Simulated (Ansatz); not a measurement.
Runs of Ansatz 0.2.0 on Ba2Tl5V3O12. It takes space group P-42m (No. 111, tetragonal). Conventional cell: a = 9.937 Å, b = 9.937 Å, c = 6.656 Å, α = 90.00°, β = 90.00°, γ = 90.00°. Ba (site symmetry 222) is surrounded by 4 O at 2.61 Å. V (site symmetry -42m) has 4 O at 1.73 Å as nearest neighbours. Around V (site symmetry 222) lie 4 O at 1.73 Å. Around Tl (site symmetry -42m) lie 8 O at 4.22 Å. Tl (site symmetry m) is surrounded by 3 O at 2.32 to 2.59 Å. O (site symmetry m) is surrounded by 1 V at 1.73 Å. O (site symmetry 1) has 1 V at 1.73 Å as nearest neighbours. The cell was built by a generator and needn't be a form met in nature.

```tsv
U	gap on the mesh (eV)	pressure (GPa)	moment (μB)	largest force (eV/Å)
V d U = 2 eV	0.51	0.1	0.00	0.06
V d U = 4 eV	0.51	0.2	0.00	0.13
V d U = 8 eV	0.51	(b)	0.00	0.30
V d U = 6 eV	0.51	0.3	0.00	(a)
```

Alike in all rows: task projected density of states; level PBE+U; potentials or basis Ansatz PAW; spin collinear, ferromagnetic start; cell as given; k mesh 3 × 3 × 4; cutoff (eV) 420; smearing fermi-dirac 0.05 eV.

Problem. Fill in the values left out.

Solution. (a) 0.21; (b) 0.5.

Caveats: the magnetic or orbital state may not be the lowest; odd divisions of the mesh miss points on the zone boundary, where band edges often lie, so the gap on the mesh can be too wide; spin-orbit coupling is left out, which as a rule narrows the gap of such compounds by several tenths of an eV; the starting moments weren't kept.

A k mesh can miss the band edges, and the runs leave out spin-orbit coupling on Ba, Tl.
